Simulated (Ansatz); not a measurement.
Task: a ladder of methods at one geometry of C2H6Cl2Si, SMILES ClC[SiH2]CCl, with Ansatz 0.2.0 through its Python package. Give the script and its output. Settings (for the species named): BLYP, cc-pVDZ basis, multiplicity 1. The script varies functional: blyp, pbe0, b3lyp, pbe.

```yaml
atoms:
  - { symbol: Cl, position_ang: [2.5241, -0.4179, 0.0244] }
  - { symbol: C, position_ang: [1.1402, 0.2472, 1.0138] }
  - { symbol: Si, position_ang: [-0.4875, -0.4518, 0.4107] }
  - { symbol: C, position_ang: [-0.7880, 0.0454, -1.3095] }
  - { symbol: Cl, position_ang: [-1.0480, 1.7944, -1.4165] }
  - { symbol: H, position_ang: [1.3522, -0.0197, 2.0481] }
  - { symbol: H, position_ang: [1.1919, 1.3437, 0.9574] }
  - { symbol: H, position_ang: [-0.3854, -1.9220, 0.5156] }
  - { symbol: H, position_ang: [-1.5435, -0.0125, 1.3855] }
  - { symbol: H, position_ang: [-0.0778, -0.2522, -1.9902] }
  - { symbol: H, position_ang: [-1.8128, -0.4116, -1.6188] }
```

Script `methods.py`:
```python
'''C2H6Cl2Si at several levels of theory.'''

from dataclasses import dataclass
from pathlib import Path

import ansatz as az
import numpy as np


@dataclass(frozen=True)
class Settings:
    basis_set: str = 'cc-pVDZ'


cfg = Settings()


def main() -> None:
    geometry_ang = [
        ('Cl', [2.5241, -0.4179, 0.0244]),
        ('C', [1.1402, 0.2472, 1.0138]),
        ('Si', [-0.4875, -0.4518, 0.4107]),
        ('C', [-0.788, 0.0454, -1.3095]),
        ('Cl', [-1.048, 1.7944, -1.4165]),
        ('H', [1.3522, -0.0197, 2.0481]),
        ('H', [1.1919, 1.3437, 0.9574]),
        ('H', [-0.3854, -1.922, 0.5156]),
        ('H', [-1.5435, -0.0125, 1.3855]),
        ('H', [-0.0778, -0.2522, -1.9902]),
        ('H', [-1.8128, -0.4116, -1.6188]),
    ]
    system = az.Crystal.molecule()
    for symbol, xyz in geometry_ang:
        system = system.atom(symbol, xyz)

    job = system.calculation().basis(gaussian=cfg.basis_set)

    print('functional    E (Ha)        dipole (D)   HOMO (eV)  LUMO (eV)')
    for name in ['blyp', 'pbe0', 'b3lyp', 'pbe']:
        rep = job.functional(name).forces().orbitals().run(threads=1, pin='off', runs_dir='runs').report
        lines = Path(rep['orbitals_path']).read_text().splitlines()
        field_of = lambda key: [line.split('=')[1].strip() for line in lines if line.startswith(key)]
        orbitals = [(27.211386 * float(e), s, float(n)) for e, s, n in zip(field_of('Ene='), field_of('Spin='), field_of('Occup='))]
        homo = max(e for e, _, n in orbitals if n > 0.5)
        lumo = min(e for e, _, n in orbitals if n < 0.5)
        dipole = 4.803205 * np.linalg.norm(rep['charge_distribution']['dipole_moment_e_ang'])
        print(f'{name:10s} {rep["free_energy_ev"] / 27.211386246:14.6f} {dipole:9.3f} {homo:11.3f} {lumo:10.3f}')


if __name__ == '__main__':
    main()
```

`python methods.py` gives:
```text
functional    E (Ha)        dipole (D)   HOMO (eV)  LUMO (eV)
blyp         -1289.634519     1.301      -6.485     -0.662
pbe0         -1289.192731     1.509      -8.070      0.160
b3lyp        -1289.760620     1.442      -7.775     -0.033
pbe          -1289.066288     1.344      -6.671     -0.842
```

Caveats:
- Total energies depend on the basis set; only differences at equal settings carry meaning.
- The geometry is a force-field or estimated start, not a minimum of this method, and the basis set is short of its limit. A lower total doesn't mark the better method: functionals have no common bound, and MP2 and coupled cluster aren't variational.
- b3lyp holds the VWN-RPA fit, as in Gaussian; the form of ORCA and Turbomole is b3lyp5.
- Levels such as HOMO and LUMO are orbital energies: with these approximate functionals they aren't the ionisation energy and electron affinity, and their gap isn't the fundamental gap.
- For Al to Cl the sets with a tight d function, cc-pV(X+d)Z, are usual.
- The whole script took 23 s on 1 thread of Arm Neoverse V1, on a shared host, peak memory 0.33 GiB.

(Lines on the test bed's own set-up are left out of the output.)
